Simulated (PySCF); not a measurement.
# AsH3OS2: the cost of one run

Computed with PySCF 2.14.0; each step states its level. No surroundings beyond the atoms listed, unless a continuum is named. Atoms count from 0, parts from 1.

### Step 1. The system as given

Each species was relaxed by itself at PBE0-D3(BJ)/def2-SVPD.

### Step 2. Energies of the species: wB97M-D3(BJ)/def2-TZVPD

The job: settings as JSON, then the geometry in Å.

```
{"job": {"kind": "react", "xc": "wB97M-D3(BJ)", "basis": "def2-TZVPD"}, "charge": 0, "multiplicity": 1}
-1 AsH3OS2 charge 0 multiplicity 1
O     -1.171770    -0.801330    -0.821430
As     0.399990    -0.832890     0.064360
S      1.046110     1.236430    -0.608390
S     -0.512730    -0.424460     2.070330
H     -1.022090    -0.749140    -1.773910
H      2.361770     0.923470    -0.581670
H     -1.188310     0.681040     1.679430

-1 F charge -1 multiplicity 1
F      0.000000     0.000000     0.000000

+1 AsH2OS2 charge -1 multiplicity 1
O     -0.053400     1.673070    -0.238590
As    -0.036070     0.594430     1.020900
S      1.861860    -0.778820     0.455070
S     -1.822170    -0.901850     0.403310
H      1.878510    -0.242440    -0.784960
H     -1.828680    -0.377100    -0.841790

+1 FH charge 0 multiplicity 1
F      0.456940     0.013080     0.052180
H     -0.456940    -0.013080    -0.052180
```

Method: wB97M-D3(BJ)/def2-TZVPD reaction energy of separated species, gas phase.

Command:

```sh
$ OMP_NUM_THREADS=1 python cluster_run.py task.json out
```

One launch serves the whole session: the jobs run in the order shown.

Q: Estimate the wall time and peak memory of this first job on 1 thread of Arm Neoverse V1, shared host.

About 36 s, with a peak of 0.76 GiB.
